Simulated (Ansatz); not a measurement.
# Ga (Gallium): the cost of one run

Method: DFT PBEsol, frozen-core PAW, scalar-relativistic unless said, in Ansatz 0.2.0.

5 further runs of the same task are left out: 5 set aside as unsound or not needed.

**1. The system as given**

It takes space group C2/c (No. 15, monoclinic). The conventional cell has a = 2.766 Å, b = 8.053 Å, c = 3.332 Å, α = 90.00°, β = 92.02°, γ = 90.00°. Ga (site symmetry 2) has 8 Ga at 2.69 to 2.92 Å as nearest neighbours.

Structure file:

```cif
data_structure
_symmetry_space_group_name_H-M 'C2/c'
_symmetry_Int_Tables_number 15
_cell_length_a 2.7660
_cell_length_b 8.0530
_cell_length_c 3.3320
_cell_angle_alpha 90.000
_cell_angle_beta 92.020
_cell_angle_gamma 90.000
_cell_volume 74.17
loop_
_atom_site_label
_atom_site_type_symbol
_atom_site_symmetry_multiplicity
_atom_site_Wyckoff_symbol
_atom_site_fract_x
_atom_site_fract_y
_atom_site_fract_z
_atom_site_occupancy
Ga1 Ga 4 e 0.50000 0.63100 0.25000 1
```

Cartesian axes are those of the input's lattice vectors. The structure goes back to a database entry.

**2. Cell and atoms relaxed, PAW**

Contents of input.yaml:

```yaml
crystal:
  lattice:
    - [1.383, -4.0265, 0.0]
    - [1.383, 4.0265, 0.0]
    - [-0.1174474948, 0.0, 3.3299294416]
  atoms:
    - { symbol: Ga, position: [0.869, 0.131, 0.25] }
    - { symbol: Ga, position: [0.131, 0.869, 0.75] }
kpoints:
  mp_grid: { grid: [12, 12, 10] }
scf:
  occupations: { method: fermi_dirac, width: 0.1 }
hamiltonian:
  xc: pbesol
  pseudopotentials: { kind: paw }
relax:
  f_tol: 0.002
  max_steps: 80
  cell: {}
output:
  forces: true
  stress: true
  write_density: true
  write_potential: true
  elf: true
  volumetric_format: npy
```

The run is started by

```
> ansatz run input.yaml --threads 1 --pin off --max-ram 3072MiB --backend cpu --events-out ev --progress --plain --runs-dir out
```

What time and memory should one allow on 1 thread of Intel Xeon 6975P-C (Granite Rapids), shared host?

About 64 s, with a peak of 0.55 GiB.
